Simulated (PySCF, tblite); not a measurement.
**C₃H₉BFN: geometry, infrared bands and NMR shifts**

What infrared bands and NMR shifts should C₃H₉BFN (`CC(C)B(N)F`) show?

Computed with tblite 0.8.0 and PySCF 2.14.0, with density-fitted response routines of our own, on a single molecule in the gas phase. Atoms count from 0, in the outputs and in this text.

## 1. The starting structure

15 atoms, charge 0, multiplicity 1; geometry from: force field or distance geometry start.

Bonds of the start (Å): C0–C1 1.52, C1–C2 1.52, C1–B3 1.61, B3–N4 1.52, B3–F5 1.45, C0–H6 1.12, C0–H7 1.12, C0–H8 1.11, C1–H9 1.10, C2–H10 1.12, C2–H11 1.12, C2–H12 1.10, N4–H13 1.05, N4–H14 1.05.

## 2. Optimising the geometry with GFN2-xTB

What the job is given:

```
{"job": {"kind": "relax", "xc": "GFN2-xTB", "basis": "xTB"}, "charge": 0, "multiplicity": 1}
C     -0.647300     1.476700    -0.225100
C     -0.047500     0.085800    -0.349500
C     -1.091600    -0.949100    -0.749800
B      0.639600    -0.339000     1.038400
N      2.131800    -0.636900     1.122700
F     -0.168300    -0.460600     2.240300
H     -1.457700     1.502600     0.541400
H      0.130900     2.227000     0.053200
H     -1.087000     1.781500    -1.198300
H      0.740600     0.106700    -1.119700
H     -1.544000    -0.665200    -1.735100
H     -1.920700    -1.003700     0.001600
H     -0.646000    -1.950400    -0.851300
H      2.336700    -1.397400     0.425800
H      2.626000     0.230000     0.783400
```

Run with:

```console
$ OMP_NUM_THREADS=1 python probes_run.py task.json out
```

One launch serves the whole session: the jobs run in the order shown.

**Question.** This job is followed by: GFN2-xTB harmonic vibrations, gas phase; GIAO PBE0/pcSseg-1 NMR shielding, non-relativistic, gas phase. What will the session give for the following? strongest single infrared mode (GFN2-xTB); zero-point energy (GFN2-xTB); ¹³C shifts against TMS (PBE0/pcSseg-1, means over atoms taken as alike); ¹H shifts against TMS (PBE0/pcSseg-1, means over atoms taken as alike); ¹¹B shifts against BF3·OEt2 (PBE0/pcSseg-1); ¹⁵N shifts against NH3 (PBE0/pcSseg-1); ¹⁹F shifts against CFCl3 (PBE0/pcSseg-1).

**Answer**, as computed:

| quantity | value |
| --- | --- |
| strongest single infrared mode (GFN2-xTB) | 591 cm⁻¹, 245 km/mol |
| zero-point energy (GFN2-xTB) | 78.8 kcal/mol |
| ¹³C shifts against TMS (PBE0/pcSseg-1, means over atoms taken as alike) | 20.3, 19.9 ppm |
| ¹H shifts against TMS (PBE0/pcSseg-1, means over atoms taken as alike) | 2.99, 1.04, 0.80 ppm |
| ¹¹B shifts against BF3·OEt2 (PBE0/pcSseg-1) | 31.7 ppm |
| ¹⁵N shifts against NH3 (PBE0/pcSseg-1) | 80.9 ppm |
| ¹⁹F shifts against CFCl3 (PBE0/pcSseg-1) | -129.8 ppm |

**Reading.** Relaxing lowered the energy by 1.424 eV in 126 steps; the close pair that moved most is B3–N4, from 1.524 to 1.386 Å. No mode is imaginary among the 39: a minimum at this level. The strongest single mode, at 591 cm⁻¹, moves mainly H13. GFN2-xTB is a fitted tight-binding method: band positions and strengths are rough. Its intensities can rank the bands wrongly. At PBE0/pcSseg-1: Shielding is most anisotropic at F5 (span 295 ppm, paramagnetic term -170 ppm).
